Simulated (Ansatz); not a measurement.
# C₂H₅BCl₂: small, medium and large basis sets

The task here is to estimate one member of a computed series from the others.

Computed with Ansatz 0.2.0, Gaussian basis. Level: one geometry, several basis sets.

Plan: PBE0-D4/def2-SVP; ωB97M-V/def2-SVP; PBE0-D4/def2-QZVPP; ωB97M-V/def2-QZVPP; the functionals' def2-TZVPP values are taken from earlier runs.

### The geometry

All runs share one geometry, relaxed beforehand with PBE0-D4 in a triple-zeta def2 set.

SMILES `BC(C)(Cl)Cl`, 10 atoms, charge 0, spin multiplicity 1.

Atoms are counted from 1 here; the program's logs count them from 0.

Bond lengths: B1–C2 1.558 Å, B1–H6 1.194 Å, B1–H7 1.190 Å, C2–C3 1.495 Å, C2–Cl4 1.898 Å, C2–Cl5 1.748 Å, C3–H8 1.093 Å, C3–H9 1.091 Å, C3–H10 1.090 Å. Angles: C2–B1–H6 117.2°, C2–B1–H7 119.4°, H6–B1–H7 122.7°, B1–C2–C3 123.8°, B1–C2–Cl4 74.5°, B1–C2–Cl5 118.9°, C3–C2–Cl4 109.5°, C3–C2–Cl5 111.9°, Cl4–C2–Cl5 109.9°, C2–C3–H8 107.7°, C2–C3–H9 112.0°, C2–C3–H10 110.0°, H8–C3–H9 108.3°, H8–C3–H10 108.7°, H9–C3–H10 110.0°.

Set-up of the first run:

in.yaml reads:

```yaml
crystal:
  periodic: [false, false, false]
  atoms:
    - {symbol: B, position_ang: [-0.821365, 1.200021, -0.126130]}
    - {symbol: C, position_ang: [-0.005664, -0.088396, -0.446254]}
    - {symbol: C, position_ang: [0.899139, -0.764998, 0.533419]}
    - {symbol: Cl, position_ang: [-1.789721, -0.673517, -0.170036]}
    - {symbol: Cl, position_ang: [0.472192, -0.398319, -2.099154]}
    - {symbol: H, position_ang: [-0.835187, 1.569151, 1.008868]}
    - {symbol: H, position_ang: [-1.252610, 1.855089, -1.020609]}
    - {symbol: H, position_ang: [1.886860, -0.304322, 0.447232]}
    - {symbol: H, position_ang: [0.998898, -1.831473, 0.327751]}
    - {symbol: H, position_ang: [0.530459, -0.614435, 1.547913]}
basis:
  gaussian: {orbitals: def2-SVP}
hamiltonian: {xc: pbe0, dispersion: d4}
output: {orbitals: {seedname: orbitals}}
```

Run with:

```console
> ansatz run in.yaml --threads 4 --pin off --events-out ev --progress --plain --max-ram 10444MiB
```

Among the steps run: PBE0-D4 in def2-SVP; ωB97M-V in def2-SVP; PBE0-D4 in def2-QZVPP; ωB97M-V in def2-QZVPP.

One table of the session follows, with a row left open; its other results are not shown here.

It belongs to the step «Density functionals: the series». 

| functional | basis | HOMO (eV) |
| --- | --- | --- |
| PBE0-D4 | def2-SVP | -8.31 |
| PBE0-D4 | def2-TZVPP | ? |
| PBE0-D4 | def2-QZVPP | -8.44 |
| ωB97M-V | def2-SVP | -10.52 |
| ωB97M-V | def2-TZVPP | -10.65 |
| ωB97M-V | def2-QZVPP | -10.68 |

Estimate the missing values for PBE0-D4, def2-TZVPP.

**Answer.** HOMO (eV): -8.41. In the column «HOMO (eV)» it lies between PBE0-D4, def2-QZVPP (-8.44) and PBE0-D4, def2-SVP (-8.31).
